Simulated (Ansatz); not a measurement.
**CH4ClNOSi: a ladder of functionals and wavefunction methods**

Aim: compute CH4ClNOSi with functionals from several rungs and with coupled cluster, and see how far each lands from CCSD(T) at the basis-set limit for the atomisation energy.

The runs use Ansatz 0.2.0, Gaussian basis; functionals in def2-TZVPP, the program's frozen cores in correlated methods.

Plan: PBE-D4, r2SCAN-D4, PBE0-D4, B3LYP-D4, ωB97X-V, ωB97M-V, B2PLYP; CCSD(T)/def2-TZVPP; MP2/def2-QZVPP; extrapolation to the limit.

### 1 Structure used throughout

An earlier PBE0-D4 in a triple-zeta def2 set relaxation fixed the geometry.

SMILES `N[Si]1(Cl)CO1`, 9 atoms, charge 0, spin multiplicity 1.

Atoms are counted from 1 here; the program's logs count them from 0.

Bond lengths: N1–Si2 1.678 Å, N1–H6 1.005 Å, N1–H7 1.004 Å, Si2–Cl3 2.034 Å, Si2–C4 1.791 Å, Si2–O5 1.632 Å, C4–O5 1.518 Å, C4–H8 1.088 Å, C4–H9 1.088 Å. Angles: Si2–N1–H6 122.9°, Si2–N1–H7 122.9°, H6–N1–H7 114.2°, N1–Si2–Cl3 107.0°, N1–Si2–C4 129.0°, N1–Si2–O5 119.0°, Cl3–Si2–C4 120.2°, Cl3–Si2–O5 119.4°, C4–Si2–O5 52.4°, Si2–C4–O5 58.4°, Si2–C4–H8 123.2°, Si2–C4–H9 122.7°, O5–C4–H8 111.5°, O5–C4–H9 111.9°, H8–C4–H9 112.9°, Si2–O5–C4 69.2°.

Geometry (Å):

```xyz
9

N     0.7009    0.8623   -1.2465
Si    0.0716   -0.3541   -0.2763
Cl    0.7673   -2.1191   -1.0093
C    -0.5334   -0.2537    1.4066
O    -1.4791   -0.2485    0.2197
H     0.4021    1.8200   -1.1831
H     1.4216    0.6994   -1.9266
H    -0.5881    0.6788    1.9648
H    -0.6745   -1.1312    2.0340
```

### 2 PBE-D4 (GGA)

File in.yaml:

```yaml
crystal:
  periodic: [false, false, false]
  atoms:
    - {symbol: N, position_ang: [0.700899, 0.862263, -1.246509]}
    - {symbol: Si, position_ang: [0.071630, -0.354106, -0.276340]}
    - {symbol: Cl, position_ang: [0.767292, -2.119149, -1.009303]}
    - {symbol: C, position_ang: [-0.533428, -0.253712, 1.406552]}
    - {symbol: O, position_ang: [-1.479068, -0.248535, 0.219665]}
    - {symbol: H, position_ang: [0.402136, 1.819952, -1.183126]}
    - {symbol: H, position_ang: [1.421556, 0.699436, -1.926605]}
    - {symbol: H, position_ang: [-0.588109, 0.678847, 1.964765]}
    - {symbol: H, position_ang: [-0.674509, -1.131195, 2.034000]}
basis:
  gaussian: {orbitals: def2-TZVPP}
hamiltonian: {xc: pbe, dispersion: d4}
output: {forces: true, orbitals: {seedname: orbitals}}
```

On the command line:

```console
$ ansatz run in.yaml --threads 4 --pin off --events-out ev --progress --plain --max-ram 10444MiB
```

Further steps of the session: r2SCAN-D4 (meta-GGA); PBE0-D4 (hybrid); B3LYP-D4 (hybrid); ωB97X-V (range-separated); ωB97M-V (range-separated); B2PLYP (double hybrid); CCSD(T) in def2-TZVPP; MP2 in def2-QZVPP.

Before running them: what should the planned runs give, taken together? Wanted: atomisation energy, CCSD(T)/CBS; farthest; mean size of error, hybrid; mean size of error, range-separated; gap, smallest and largest; T1 diagnostic; triples share of the correlation energy.

As calculated:

```
                               quantity                                 value
        atomisation energy, CCSD(T)/CBS                        806.2 kcal/mol
functionals within 4.0 kcal/mol (0.5 %)           r2SCAN-D4, PBE0-D4, ωB97X-V
                               farthest               PBE-D4 (+19.0 kcal/mol)
             mean size of error, hybrid                          2.7 kcal/mol
    mean size of error, range-separated                          3.7 kcal/mol
              gap, smallest and largest  5.41 eV (PBE-D4), 12.13 eV (ωB97X-V)
                          T1 diagnostic                                0.0115
triples share of the correlation energy                                 4.0 %
```

In words: PBE-D4 misses by +19.0 kcal/mol. Double hybrids carry the basis error of their MP2 part in triple zeta, and no dispersion term here, so their miss is partly the set-up's. The reference freezes the cores and leaves out relativity and excitations past (T), so misses under about 4.0 kcal/mol can't be ranked. Hartree-Fock recovers 68 % of the binding; the rest is correlation. The gap grows from 5.4 to 12.1 eV across the functionals, mostly with the share of exact exchange.
